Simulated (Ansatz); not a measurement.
# AlHBr (quartet): wB97M-V, B2PLYP over vertical spin and charge gaps, def2-QZVPP

How well do these functionals follow the top wave-function level for AlHBr (quartet) over vertical spin and charge gaps?

Program: Ansatz 0.2.0, Gaussian basis. Level of theory: def2-QZVPP, all electrons in the functionals, frozen cores in the correlation of double hybrids and RPA. These are calculated values, not measurements.

To be run: wB97M-V, B2PLYP, at charge 0, quartet; charge 0, doublet; charge 0, sextet; charge 1, triplet; charge 1, quintet.

10 further runs of the same task are left out: 10 set aside as unsound or not needed. Runs told in other sessions of the task aren't counted.

## Step 1: The geometry

The geometry is a PBE0/def2-TZVP stationary point (not a proven minimum). No spin-orbit coupling is included. The filled d shell of Br may be among the frozen orbitals whatever the setting's name suggests.

3 atoms, charge 0, spin multiplicity 4.

Atoms are counted from 1 here; the program's logs count them from 0.

Bond lengths: Al1–Br2 2.378 Å, Al1–H3 1.768 Å. Angles: Br2–Al1–H3 62.5°.

Geometry (Å):

```xyz
3

Al    0.00000   -0.06260    1.76736
Br    0.00000    0.00187   -0.60934
H     0.00000    1.52780    0.99495
```

No dispersion term is added; wB97M-V holds VV10 nonlocal correlation.

The geometry shown and the zero of energy belong to the point charge 0, quartet. The yardstick, RCCSD(T), and other wave-function levels (R restricted, U unrestricted, valence and pair active spaces) come from earlier runs.

## Step 2: wB97M-V, charge 0, quartet

Contents of in.yaml:

```yaml
crystal:
  periodic: [false, false, false]
  atoms:
    - {symbol: Al, position_ang: [0.000000, -0.062599, 1.767363]}
    - {symbol: Br, position_ang: [0.000000, 0.001866, -0.609344]}
    - {symbol: H, position_ang: [0.000000, 1.527796, 0.994950]}
basis:
  gaussian: {orbitals: "def2-QZVPP.json"}
magnetization: {spin_polarized: true, initial_magnetization: 3}
hamiltonian: {xc: {name: wB97M-V}}
output: {orbitals: {seedname: orbitals}}
```

On the command line:

```
$ ansatz run in.yaml --threads 1 --pin off --events-out ev --progress --plain --max-ram 2393MiB
```

The log of the run (excerpt; [...] marks lines left out):

```text
Functional definition: wB97M-V
  name "wB97M-V"
  cite "Mardirossian & Head-Gordon, J. Chem. Phys. 144, 214110 (2016) doi:10.1063/1.4952647"
  cite "Becke, J. Chem. Phys. 107, 8554 (1997) doi:10.1063/1.475007"
  cite "Vydrov & Van Voorhis, J. Chem. Phys. 133, 244103 (2010) doi:10.1063/1.3521275"
  # Of w^i u^j: cxij and so on, Table III.
[...]
  gx(w, u) = 1 - cx + cx01*u + cx10*w
  gss(w, u) = css00 + css04*u^4 + css10*w + css20*w^2 + css43*w^4*u^3
  gos(w, u) = cos00 + cos10*w + (cos20 + cos21*u)*w^2 + (cos60 + cos61*u)*w^6
[...]
      + integral(e_c_pw_mod_opposite_spin*gos(b97_w_opposite, b97_u_opposite)) + vv10(b, c)
944 factors; their error is unknown
167 factors; integrals over basis functions are off by at most 5.7e-5 eV
[...]
mean field -76652.69935910 eV, -2816.9347443811 hartree, gradient 3.5e-5 eV, S^2 3.755030; 1 other end points of the search recorded, 0 dependent functions left out
reference -76652.69940099 eV, -2816.9347459206 hartree; 26, 23 occupied and 163, 166 virtual orbitals, 944 factors
Total energy: -76652.69940099 eV, -2816.9347459206 hartree
```

It took 40 s on 1 thread of Arm Neoverse V2, shared host; peak memory 0.61 GiB.

From the report: ⟨S²⟩ of the determinant 3.755 (pure quartet: 3.75).

## Step 3: wB97M-V, charge 0, doublet

Changes to in.yaml since step 2:

```diff
@@ -8,3 +8,3 @@
   gaussian: {orbitals: "def2-QZVPP.json"}
-magnetization: {spin_polarized: true, initial_magnetization: 3}
+magnetization: {spin_polarized: true, initial_magnetization: 1}
 hamiltonian: {xc: {name: wB97M-V}}
```

Launched as before.

The log of the run (excerpt; [...] marks lines left out):

```text
Functional definition: wB97M-V
  name "wB97M-V"
  cite "Mardirossian & Head-Gordon, J. Chem. Phys. 144, 214110 (2016) doi:10.1063/1.4952647"
  cite "Becke, J. Chem. Phys. 107, 8554 (1997) doi:10.1063/1.475007"
  cite "Vydrov & Van Voorhis, J. Chem. Phys. 133, 244103 (2010) doi:10.1063/1.3521275"
  # Of w^i u^j: cxij and so on, Table III.
[...]
  gx(w, u) = 1 - cx + cx01*u + cx10*w
  gss(w, u) = css00 + css04*u^4 + css10*w + css20*w^2 + css43*w^4*u^3
  gos(w, u) = cos00 + cos10*w + (cos20 + cos21*u)*w^2 + (cos60 + cos61*u)*w^6
[...]
      + integral(e_c_pw_mod_opposite_spin*gos(b97_w_opposite, b97_u_opposite)) + vv10(b, c)
944 factors; their error is unknown
167 factors; integrals over basis functions are off by at most 5.7e-5 eV
[...]
mean field -76655.93637233 eV, -2817.0537024232 hartree, gradient 6.2e-5 eV, S^2 0.760909; 0 other end points of the search recorded, 0 dependent functions left out
reference -76655.93641339 eV, -2817.0537039322 hartree; 25, 24 occupied and 164, 165 virtual orbitals, 944 factors
Total energy: -76655.93641339 eV, -2817.0537039322 hartree
```

Run time: 35 s. Hardware: 1 thread of Arm Neoverse V2, shared host; peak memory 0.61 GiB.

From the report: ⟨S²⟩ of the determinant 0.761 (pure doublet: 0.75).

From charge 0, quartet: -3.237 eV.

## Step 4: wB97M-V, charge 0, sextet

Changes to in.yaml since step 3:

```diff
@@ -8,3 +8,3 @@
   gaussian: {orbitals: "def2-QZVPP.json"}
-magnetization: {spin_polarized: true, initial_magnetization: 1}
+magnetization: {spin_polarized: true, initial_magnetization: 5}
 hamiltonian: {xc: {name: wB97M-V}}
```

Launched as before.

The log of the run (excerpt; [...] marks lines left out):

```text
Functional definition: wB97M-V
  name "wB97M-V"
  cite "Mardirossian & Head-Gordon, J. Chem. Phys. 144, 214110 (2016) doi:10.1063/1.4952647"
  cite "Becke, J. Chem. Phys. 107, 8554 (1997) doi:10.1063/1.475007"
  cite "Vydrov & Van Voorhis, J. Chem. Phys. 133, 244103 (2010) doi:10.1063/1.3521275"
  # Of w^i u^j: cxij and so on, Table III.
[...]
  gx(w, u) = 1 - cx + cx01*u + cx10*w
  gss(w, u) = css00 + css04*u^4 + css10*w + css20*w^2 + css43*w^4*u^3
  gos(w, u) = cos00 + cos10*w + (cos20 + cos21*u)*w^2 + (cos60 + cos61*u)*w^6
[...]
      + integral(e_c_pw_mod_opposite_spin*gos(b97_w_opposite, b97_u_opposite)) + vv10(b, c)
944 factors; their error is unknown
167 factors; integrals over basis functions are off by at most 5.7e-5 eV
[...]
mean field -76645.97453787 eV, -2816.6876117591 hartree, gradient 1.4e-5 eV, S^2 8.754324; 3 other end points of the search recorded, 0 dependent functions left out
reference -76645.97457513 eV, -2816.6876131285 hartree; 27, 22 occupied and 162, 167 virtual orbitals, 944 factors
Total energy: -76645.97457513 eV, -2816.6876131285 hartree
```

Wall time 1.7 min (1 thread of Arm Neoverse V2, shared host); peak memory 0.83 GiB.

From the report: ⟨S²⟩ of the determinant 8.754 (pure sextet: 8.75).

From charge 0, quartet: +6.725 eV.

## Step 5: wB97M-V, charge 1, triplet

Changes to in.yaml since step 4:

```diff
@@ -8,3 +8,4 @@
   gaussian: {orbitals: "def2-QZVPP.json"}
-magnetization: {spin_polarized: true, initial_magnetization: 5}
+total_charge: 1
+magnetization: {spin_polarized: true, initial_magnetization: 2}
 hamiltonian: {xc: {name: wB97M-V}}
```

The command is unchanged.

The log of the run (excerpt; [...] marks lines left out):

```text
Functional definition: wB97M-V
  name "wB97M-V"
  cite "Mardirossian & Head-Gordon, J. Chem. Phys. 144, 214110 (2016) doi:10.1063/1.4952647"
  cite "Becke, J. Chem. Phys. 107, 8554 (1997) doi:10.1063/1.475007"
  cite "Vydrov & Van Voorhis, J. Chem. Phys. 133, 244103 (2010) doi:10.1063/1.3521275"
  # Of w^i u^j: cxij and so on, Table III.
[...]
  gx(w, u) = 1 - cx + cx01*u + cx10*w
  gss(w, u) = css00 + css04*u^4 + css10*w + css20*w^2 + css43*w^4*u^3
  gos(w, u) = cos00 + cos10*w + (cos20 + cos21*u)*w^2 + (cos60 + cos61*u)*w^6
[...]
      + integral(e_c_pw_mod_opposite_spin*gos(b97_w_opposite, b97_u_opposite)) + vv10(b, c)
944 factors; their error is unknown
167 factors; integrals over basis functions are off by at most 5.7e-5 eV
[...]
mean field -76646.76805218 eV, -2816.7167728723 hartree, gradient 7.7e-5 eV, S^2 2.007430; 1 other end points of the search recorded, 0 dependent functions left out
reference -76646.76809477 eV, -2816.7167744373 hartree; 25, 23 occupied and 164, 166 virtual orbitals, 944 factors
Total energy: -76646.76809477 eV, -2816.7167744373 hartree
```

Run time: 35 s. Hardware: 1 thread of Arm Neoverse V2, shared host; peak memory 0.61 GiB.

From the report: ⟨S²⟩ of the determinant 2.007 (pure triplet: 2.00).

From charge 0, quartet: +5.931 eV.

## Step 6: wB97M-V, charge 1, quintet

Changes to in.yaml since step 5:

```diff
@@ -9,3 +9,3 @@
 total_charge: 1
-magnetization: {spin_polarized: true, initial_magnetization: 2}
+magnetization: {spin_polarized: true, initial_magnetization: 4}
 hamiltonian: {xc: {name: wB97M-V}}
```

Same command.

The log of the run (excerpt; [...] marks lines left out):

```text
Functional definition: wB97M-V
  name "wB97M-V"
  cite "Mardirossian & Head-Gordon, J. Chem. Phys. 144, 214110 (2016) doi:10.1063/1.4952647"
  cite "Becke, J. Chem. Phys. 107, 8554 (1997) doi:10.1063/1.475007"
  cite "Vydrov & Van Voorhis, J. Chem. Phys. 133, 244103 (2010) doi:10.1063/1.3521275"
  # Of w^i u^j: cxij and so on, Table III.
[...]
  gx(w, u) = 1 - cx + cx01*u + cx10*w
  gss(w, u) = css00 + css04*u^4 + css10*w + css20*w^2 + css43*w^4*u^3
  gos(w, u) = cos00 + cos10*w + (cos20 + cos21*u)*w^2 + (cos60 + cos61*u)*w^6
[...]
      + integral(e_c_pw_mod_opposite_spin*gos(b97_w_opposite, b97_u_opposite)) + vv10(b, c)
944 factors; their error is unknown
167 factors; integrals over basis functions are off by at most 5.7e-5 eV
[...]
mean field -76641.50336327 eV, -2816.5232991232 hartree, gradient 1.0e-5 eV, S^2 6.004718; 2 other end points of the search recorded, 0 dependent functions left out
reference -76641.50341105 eV, -2816.5233008791 hartree; 26, 22 occupied and 163, 167 virtual orbitals, 944 factors
Total energy: -76641.50341105 eV, -2816.5233008791 hartree
```

It took 90 s on 1 thread of Arm Neoverse V2, shared host; peak memory 0.82 GiB.

From the report: ⟨S²⟩ of the determinant 6.005 (pure quintet: 6.00).

From charge 0, quartet: +11.196 eV.

## Step 7: B2PLYP, charge 0, quartet

Contents of in.yaml:

```yaml
crystal:
  periodic: [false, false, false]
  atoms:
    - {symbol: Al, position_ang: [0.000000, -0.062599, 1.767363]}
    - {symbol: Br, position_ang: [0.000000, 0.001866, -0.609344]}
    - {symbol: H, position_ang: [0.000000, 1.527796, 0.994950]}
basis:
  gaussian: {orbitals: "def2-QZVPP.json"}
magnetization: {spin_polarized: true, initial_magnetization: 3}
hamiltonian: {xc: {name: B2PLYP}}
correlation: {electrons: outside_noble_gas}
```

Same command.

The log of the run (excerpt; [...] marks lines left out):

```text
Functional definition: B2PLYP
  name "B2PLYP"
  cite "Grimme, J. Chem. Phys. 124, 034108 (2006) doi:10.1063/1.2148954"
  cite "Becke, Phys. Rev. A 38, 3098 (1988) doi:10.1103/PhysRevA.38.3098"
  cite "Lee, Yang & Parr, Phys. Rev. B 37, 785 (1988) doi:10.1103/PhysRevB.37.785"
[...]
1177 factors; integrals over basis functions are off by at most 9.9e-4 eV
[...]
mean field -76640.94994009 eV, -2816.5029611965 hartree, gradient 3.2e-6 eV, S^2 3.760104; 2 other end points of the search recorded, 0 dependent functions left out
19 core orbitals not correlated: weight in the atoms' cores, before any rotation towards them, 1.000 or more for the frozen orbitals, at most 0.000 for the correlated occupied ones
reference -76640.95006821 eV, -2816.5029659049 hartree; 7, 4 occupied and 163, 166 virtual orbitals, 1177 factors
second order -7.50197116 eV of doubles, -0.00000000 eV of singles
Total energy: -76642.97560042 eV, -2816.5774028408 hartree
```

Run time: 21 s. Hardware: 1 thread of Arm Neoverse V2, shared host; peak memory 0.5 GiB.

From the report: ⟨S²⟩ of the determinant 3.760 (pure quartet: 3.75).

## Step 8: B2PLYP, charge 0, doublet

Changes to in.yaml since step 7:

```diff
@@ -8,3 +8,3 @@
   gaussian: {orbitals: "def2-QZVPP.json"}
-magnetization: {spin_polarized: true, initial_magnetization: 3}
+magnetization: {spin_polarized: true, initial_magnetization: 1}
 hamiltonian: {xc: {name: B2PLYP}}
```

Same command.

The log of the run (excerpt; [...] marks lines left out):

```text
Functional definition: B2PLYP
  name "B2PLYP"
  cite "Grimme, J. Chem. Phys. 124, 034108 (2006) doi:10.1063/1.2148954"
  cite "Becke, Phys. Rev. A 38, 3098 (1988) doi:10.1103/PhysRevA.38.3098"
  cite "Lee, Yang & Parr, Phys. Rev. B 37, 785 (1988) doi:10.1103/PhysRevB.37.785"
[...]
1177 factors; integrals over basis functions are off by at most 9.9e-4 eV
[...]
mean field -76643.72303503 eV, -2816.6048705561 hartree, gradient 4.1e-6 eV, S^2 0.786408; 0 other end points of the search recorded, 0 dependent functions left out
19 core orbitals not correlated: weight in the atoms' cores, before any rotation towards them, 1.000 or more for the frozen orbitals, at most 0.000 for the correlated occupied ones
reference -76643.72316224 eV, -2816.6048752310 hartree; 6, 5 occupied and 164, 165 virtual orbitals, 1177 factors
second order -8.38469052 eV of doubles, -0.00000000 eV of singles
Total energy: -76645.98702868 eV, -2816.6880707882 hartree
```

Wall time 19 s (1 thread of Arm Neoverse V2, shared host); peak memory 0.49 GiB.

From the report: ⟨S²⟩ of the determinant 0.786 (pure doublet: 0.75).

From charge 0, quartet: -3.011 eV.

## Step 9: B2PLYP, charge 0, sextet

Changes to in.yaml since step 8:

```diff
@@ -8,3 +8,3 @@
   gaussian: {orbitals: "def2-QZVPP.json"}
-magnetization: {spin_polarized: true, initial_magnetization: 1}
+magnetization: {spin_polarized: true, initial_magnetization: 5}
 hamiltonian: {xc: {name: B2PLYP}}
```

Same command.

The log of the run (excerpt; [...] marks lines left out):

```text
Functional definition: B2PLYP
  name "B2PLYP"
  cite "Grimme, J. Chem. Phys. 124, 034108 (2006) doi:10.1063/1.2148954"
  cite "Becke, Phys. Rev. A 38, 3098 (1988) doi:10.1103/PhysRevA.38.3098"
  cite "Lee, Yang & Parr, Phys. Rev. B 37, 785 (1988) doi:10.1103/PhysRevB.37.785"
[...]
1177 factors; integrals over basis functions are off by at most 9.9e-4 eV
[...]
mean field -76634.54121414 eV, -2816.2674448618 hartree, gradient 8.4e-6 eV, S^2 8.758658; 4 other end points of the search recorded, 0 dependent functions left out
19 core orbitals not correlated: weight in the atoms' cores, before any rotation towards them, 1.000 or more for the frozen orbitals, at most 0.000 for the correlated occupied ones
reference -76634.54133763 eV, -2816.2674494002 hartree; 8, 3 occupied and 162, 167 virtual orbitals, 1177 factors
second order -6.42498997 eV of doubles, -0.00000000 eV of singles
Total energy: -76636.27608492 eV, -2816.3312001873 hartree
```

Run time: 34 s. Hardware: 1 thread of Arm Neoverse V2, shared host; peak memory 0.54 GiB.

From the report: ⟨S²⟩ of the determinant 8.759 (pure sextet: 8.75).

From charge 0, quartet: +6.700 eV.

## Step 10: B2PLYP, charge 1, triplet

Changes to in.yaml since step 9:

```diff
@@ -8,3 +8,4 @@
   gaussian: {orbitals: "def2-QZVPP.json"}
-magnetization: {spin_polarized: true, initial_magnetization: 5}
+total_charge: 1
+magnetization: {spin_polarized: true, initial_magnetization: 2}
 hamiltonian: {xc: {name: B2PLYP}}
```

Same command.

The log of the run (excerpt; [...] marks lines left out):

```text
Functional definition: B2PLYP
  name "B2PLYP"
  cite "Grimme, J. Chem. Phys. 124, 034108 (2006) doi:10.1063/1.2148954"
  cite "Becke, Phys. Rev. A 38, 3098 (1988) doi:10.1103/PhysRevA.38.3098"
  cite "Lee, Yang & Parr, Phys. Rev. B 37, 785 (1988) doi:10.1103/PhysRevB.37.785"
[...]
1177 factors; integrals over basis functions are off by at most 9.9e-4 eV
[...]
mean field -76634.95559787 eV, -2816.2826731832 hartree, gradient 2.2e-6 eV, S^2 2.014426; 2 other end points of the search recorded, 0 dependent functions left out
19 core orbitals not correlated: weight in the atoms' cores, before any rotation towards them, 1.000 or more for the frozen orbitals, at most 0.000 for the correlated occupied ones
reference -76634.95572825 eV, -2816.2826779745 hartree; 6, 4 occupied and 164, 166 virtual orbitals, 1177 factors
second order -7.22500839 eV of doubles, -0.00000000 eV of singles
Total energy: -76636.90648052 eV, -2816.3543667980 hartree
```

It took 23 s on 1 thread of Arm Neoverse V2, shared host; peak memory 0.5 GiB.

From the report: ⟨S²⟩ of the determinant 2.014 (pure triplet: 2.00).

From charge 0, quartet: +6.069 eV.

## Step 11: B2PLYP, charge 1, quintet

Changes to in.yaml since step 10:

```diff
@@ -9,3 +9,3 @@
 total_charge: 1
-magnetization: {spin_polarized: true, initial_magnetization: 2}
+magnetization: {spin_polarized: true, initial_magnetization: 4}
 hamiltonian: {xc: {name: B2PLYP}}
```

Launched as before.

The log of the run (excerpt; [...] marks lines left out):

```text
Functional definition: B2PLYP
  name "B2PLYP"
  cite "Grimme, J. Chem. Phys. 124, 034108 (2006) doi:10.1063/1.2148954"
  cite "Becke, Phys. Rev. A 38, 3098 (1988) doi:10.1103/PhysRevA.38.3098"
  cite "Lee, Yang & Parr, Phys. Rev. B 37, 785 (1988) doi:10.1103/PhysRevB.37.785"
[...]
1177 factors; integrals over basis functions are off by at most 9.9e-4 eV
[...]
mean field -76630.15757573 eV, -2816.1063491219 hartree, gradient 5.4e-6 eV, S^2 6.009316; 4 other end points of the search recorded, 0 dependent functions left out
19 core orbitals not correlated: weight in the atoms' cores, before any rotation towards them, 1.000 or more for the frozen orbitals, at most 0.000 for the correlated occupied ones
reference -76630.15771447 eV, -2816.1063542203 hartree; 7, 3 occupied and 163, 167 virtual orbitals, 1177 factors
second order -6.00084212 eV of doubles, -0.00000000 eV of singles
Total energy: -76631.77794184 eV, -2816.1658964780 hartree
```

Run time: 28 s. Hardware: 1 thread of Arm Neoverse V2, shared host; peak memory 0.51 GiB.

From the report: ⟨S²⟩ of the determinant 6.009 (pure quintet: 6.00).

From charge 0, quartet: +11.198 eV.

## Step 12: Against the wave-function levels

No level is safe as a reference over these points; RCCSD(T) serves as a yardstick only. It comes from earlier runs at the same points. Energies in eV, counted from charge 0, quartet; blanks weren't run or aren't comparable.

```tsv
level	quartet to doublet	quartet to sextet	ionisation to the triplet cation	ionisation to the quintet cation
RCCSD(T)	-2.902	6.525	6.233	11.207
wB97M-V	-3.237	6.725	5.931	11.196
B2PLYP	-3.011	6.700	6.069	11.198
```

Largest miss and mean time a point (RCCSD(T) took 36 min a point; shared hosts):

```tsv
level	largest miss (eV)	where	time a point
wB97M-V	-0.335	quartet to doublet	60 s
B2PLYP	+0.174	quartet to sextet	25 s
```

## Step 13: What came out

| quantity | value |
| --- | --- |
| quartet to doublet, RCCSD(T) | -2.902 eV |
| quartet to sextet, RCCSD(T) | 6.525 eV |
| ionisation to the triplet cation, RCCSD(T) | 6.233 eV |
| ionisation to the quintet cation, RCCSD(T) | 11.207 eV |
| largest miss, wB97M-V | -0.335 eV (quartet to doublet) |
| largest miss, B2PLYP | +0.174 eV (quartet to sextet) |

**Reading.** Of the functionals, B2PLYP keep the smallest largest miss at the points compared (at most 0.174 eV) and wB97M-V strays most (0.335 eV, at quartet to doublet). Functionals and the yardstick converge differently with the basis, so part of each miss in def2-QZVPP is the basis. The yardstick itself may be off where one determinant is a poor start.
